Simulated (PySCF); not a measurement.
**TlH3(H2O): other functionals and bases at one geometry**

The task here is to estimate one member of a computed series from the others.

The runs use PySCF 2.14.0; several levels, as the steps say, no spin–orbit coupling.

1 further run of the same task is left out (for a known fault of the program).

## The system as given

7 atoms, charge 0, spin multiplicity 1.

Bond lengths: Tl1–H2 1.746 Å, Tl1–H3 1.757 Å, Tl1–H4 1.746 Å, O5–H6 0.964 Å, O5–H7 0.964 Å. Angles: H2–Tl1–H3 119.0°, H2–Tl1–H4 121.3°, H3–Tl1–H4 119.0°, H6–O5–H7 104.8°.

Coordinates:

```mol
H5OTl
  3D, bonds by distance, orders not assigned

  7  5  0  0  0  0  0  0  0  0999 V2000
    0.3297   -0.2745    0.2745 Tl  0  0
    1.1156    1.0402    1.1118 H   0  0
   -1.1670   -0.9250    0.9250 H   0  0
    1.1156   -1.1118   -1.0402 H   0  0
   -0.9738    1.3059   -1.3059 O   0  0
   -1.5612    1.8740   -0.7936 H   0  0
   -1.5612    0.7936   -1.8740 H   0  0
  1  2  8  0
  1  3  8  0
  1  4  8  0
  5  6  8  0
  5  7  8  0
M  END
```

Formal oxidation states: Tl +3. An earlier session relaxed this geometry at PBE0, Tl def2-SVP with ECP60, H def2-SVP, O def2-SVP (singlet, point group Cs).

At PBE0 on the finer grid: E = -250.523330 Eh, HOMO -7.37 eV, LUMO -0.67 eV, Mulliken charge on Tl1 +0.14 e, largest force component 0.011 eV/Å. 

Levels to run: BP86; wB97X; PBE0, TZVP. Hardware: 2 threads of Arm Neoverse V2, shared host.

The first run:

Input file run.py (the lines that set the calculation):

```python
mol = gto.M(atom='''
Tl     0.32969    -0.27452     0.27452
H      1.11558     1.04023     1.11178
H     -1.16701    -0.92503     0.92503
H      1.11558    -1.11178    -1.04023
O     -0.97382     1.30593    -1.30593
H     -1.56117     1.87404    -0.79357
H     -1.56117     0.79357    -1.87404''',
    basis={'Tl': 'def2-SVP', 'H': 'def2-SVP', 'O': 'def2-SVP'},
    ecp={'Tl': 'def2-SVP'},
    charge=0, spin=0)
mf = dft.RKS(mol, xc='B88,P86')
mf.grids.atom_grid = (75, 302)
mf = mf.density_fit()  # fitting sets: Tl def2-universal-JKFIT, H def2-universal-JKFIT, O def2-universal-JKFIT
mf.conv_tol = 1e-08; mf.max_cycle = 55
mf.kernel(dm0)  # dm0: the density of the relaxed state
```

Started as:

```sh
> OMP_NUM_THREADS=2 python run.py
```

Steps of the session up to this table: BP86; wB97X; PBE0, TZVP.

One of the session's tables, all rows but one given; the rest of the session is left out.

| level | HOMO (eV) | gap (eV) | charge on Tl1 (e) | dipole (D) | largest force component (eV/Å) |
| --- | --- | --- | --- | --- | --- |
| PBE0 (relaxed here) | -7.37 | 6.70 | 0.14 | 3.30 | 0.01 |
| BP86 | ? | ? | ? | ? | ? |
| wB97X | -9.68 | 10.89 | 0.20 | 3.31 | 0.03 |
| PBE0, TZVP | -7.44 | 6.48 | 0.25 | 3.12 | 0.32 |

**Question.** Estimate the row for BP86.

**Answer.** HOMO (eV): -6.32; gap (eV): 4.89; charge on Tl1 (e): 0.11; dipole (D): 3.39; largest force component (eV/Å): 0.77. In the column «HOMO (eV)» it is the highest.

In one basis the HOMO–LUMO gap runs from 4.89 eV (BP86) to 10.89 eV (wB97X). The largest leftover force, 0.77 eV/Å with BP86, stands at a geometry relaxed at another level. Total energies of different levels can't be compared.
